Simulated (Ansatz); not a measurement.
# SiGeTe2S2: the cost of one run

Computed with Ansatz 0.2.0 (DFT PBE, scalar-relativistic, plane waves, PAW, unless a step's input says otherwise).

## 1. The starting structure

Symmetry: P6/mmm, No. 191, hexagonal system. Conventional cell: a = 4.289 Å, b = 4.289 Å, c = 11.094 Å, α = 90.00°, β = 90.00°, γ = 120.00°. Around Si (site symmetry 6/mmm) lie 6 S at 2.48 Å and 2 Te at 2.50 Å. Around Ge (site symmetry 6/mmm) lie 2 Te at 3.04 Å. Te (site symmetry 6mm) is surrounded by 1 Si at 2.50 Å and 1 Ge at 3.04 Å. Around S (site symmetry -6m2) lie 3 Si at 2.48 Å and 3 S at 2.48 Å.

Structure file:

```xyz
6
Lattice="4.2892 0.0000 0.0000 -2.1446 3.7146 0.0000 0.0000 0.0000 11.0938" Properties=species:S:1:pos:R:3 pbc="T T T"
Si    0.0000    0.0000    0.0000
Ge    0.0000    0.0000    5.5469
Te    0.0000    0.0000    8.5896
Te    0.0000    0.0000    2.5042
S     0.0000    2.4764    0.0000
S     2.1446    1.2382    0.0000
```

The cell is invented: random cell by space group and Wyckoff sites (P6/mmm, No. 191). Lengths come from tabulated atomic sizes and are only a guess.

## 2. Probe: one point on a coarse mesh

Input file input.yaml:

```yaml
crystal:
  lattice:
    - [4.28923965, 0.0, 0.0]
    - [-2.14461982, 3.7145905, 0.0]
    - [0.0, 0.0, 11.09381567]
  atoms:
    - { symbol: Si, position: [0.0, 0.0, 0.0] }
    - { symbol: Ge, position: [0.0, 0.0, 0.5] }
    - { symbol: Te, position: [0.0, 0.0, 0.77426762] }
    - { symbol: Te, position: [0.0, 0.0, 0.22573238] }
    - { symbol: S, position: [0.33333333, 0.66666667, 0.0] }
    - { symbol: S, position: [0.66666667, 0.33333333, 0.0] }
basis:
  ecutwfc: 420
kpoints:
  mp_grid: { grid: [6, 6, 2] }
hamiltonian:
  xc: pbe
scf:
  occupations: { method: gaussian, width: 0.1 }
  lower_state_search: "off"
output:
  forces: true
  stress: true
  eigenvalues: true
```

Run with:

```bash
$ ansatz run input.yaml --threads 1 --pin off --max-ram 2560MiB --backend cpu --events-out ev --progress --plain --runs-dir out
```

**Question.** How long does this run take on 1 thread of Arm Neoverse V1, shared host, and how much memory does it need?

About 6.5 s, with a peak of 0.44 GiB.
